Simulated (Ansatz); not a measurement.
# C₂H₅BO₂: basis-set convergence

An exercise on one series of results from a longer session: the logs are not shown, and one member is left open.

The runs use Ansatz 0.2.0, Gaussian basis; one geometry, several basis sets.

The runs, in order: PBE0-D4/def2-SVP; ωB97M-V/def2-SVP; PBE0-D4/def2-QZVPP; ωB97M-V/def2-QZVPP; the functionals' def2-TZVPP values are taken from earlier runs.

## The geometry

The geometry comes from an earlier relaxation with PBE0-D4 in a triple-zeta def2 set; it is a stationary point, not always the lowest conformer.

SMILES `BC(=O)OC`, 10 atoms, charge 0, spin multiplicity 1.

Atoms are counted from 1 here; the program's logs count them from 0.

Bond lengths: B1–C2 1.558 Å, B1–H6 1.191 Å, B1–H7 1.191 Å, C2–O3 1.213 Å, C2–O4 1.326 Å, O4–C5 1.431 Å, C5–H8 1.090 Å, C5–H9 1.087 Å, C5–H10 1.090 Å. Angles: C2–B1–H6 119.0°, C2–B1–H7 119.0°, H6–B1–H7 121.6°, B1–C2–O3 112.6°, B1–C2–O4 122.9°, O3–C2–O4 124.6°, C2–O4–C5 115.7°, O4–C5–H8 110.5°, O4–C5–H9 105.7°, O4–C5–H10 110.5°, H8–C5–H9 110.6°, H8–C5–H10 109.0°, H9–C5–H10 110.6°.

The first run:

in.yaml reads:

```yaml
crystal:
  periodic: [false, false, false]
  atoms:
    - {symbol: B, position_ang: [-1.015479, 0.108233, -1.811552]}
    - {symbol: C, position_ang: [-0.064413, 0.163165, -0.579148]}
    - {symbol: O, position_ang: [0.957802, 0.775307, -0.806814]}
    - {symbol: O, position_ang: [-0.358724, -0.403327, 0.582794]}
    - {symbol: C, position_ang: [0.626223, -0.257604, 1.610861]}
    - {symbol: H, position_ang: [-1.781507, 1.002926, -1.990022]}
    - {symbol: H, position_ang: [-0.866058, -0.755632, -2.618117]}
    - {symbol: H, position_ang: [0.787747, 0.796640, 1.837699]}
    - {symbol: H, position_ang: [0.225846, -0.777676, 2.477400]}
    - {symbol: H, position_ang: [1.571564, -0.703031, 1.299699]}
basis:
  gaussian: {orbitals: def2-SVP}
hamiltonian: {xc: pbe0, dispersion: d4}
output: {orbitals: {seedname: orbitals}}
```

Run with:

```console
> ansatz run in.yaml --threads 2 --pin off --events-out ev --progress --plain --max-ram 4352MiB
```

Among the steps run: PBE0-D4 in def2-SVP; ωB97M-V in def2-SVP; PBE0-D4 in def2-QZVPP; ωB97M-V in def2-QZVPP.

One of the session's tables, all rows but one given; the rest of the session is left out.

It belongs to the step «Functionals by basis». 

| functional | basis | HOMO (eV) | LUMO (eV) |
| --- | --- | --- | --- |
| PBE0-D4 | def2-SVP | -7.94 | -1.69 |
| PBE0-D4 | def2-TZVPP | -8.07 | -1.82 |
| PBE0-D4 | def2-QZVPP | -8.10 | -1.85 |
| ωB97M-V | def2-SVP | -10.29 | 0.38 |
| ωB97M-V | def2-TZVPP | ? | ? |
| ωB97M-V | def2-QZVPP | -10.48 | 0.06 |

Estimate the missing values for ωB97M-V, def2-TZVPP.

**Answer.** HOMO (eV): -10.45; LUMO (eV): 0.13. In the column «HOMO (eV)» it lies between ωB97M-V, def2-QZVPP (-10.48) and ωB97M-V, def2-SVP (-10.29).
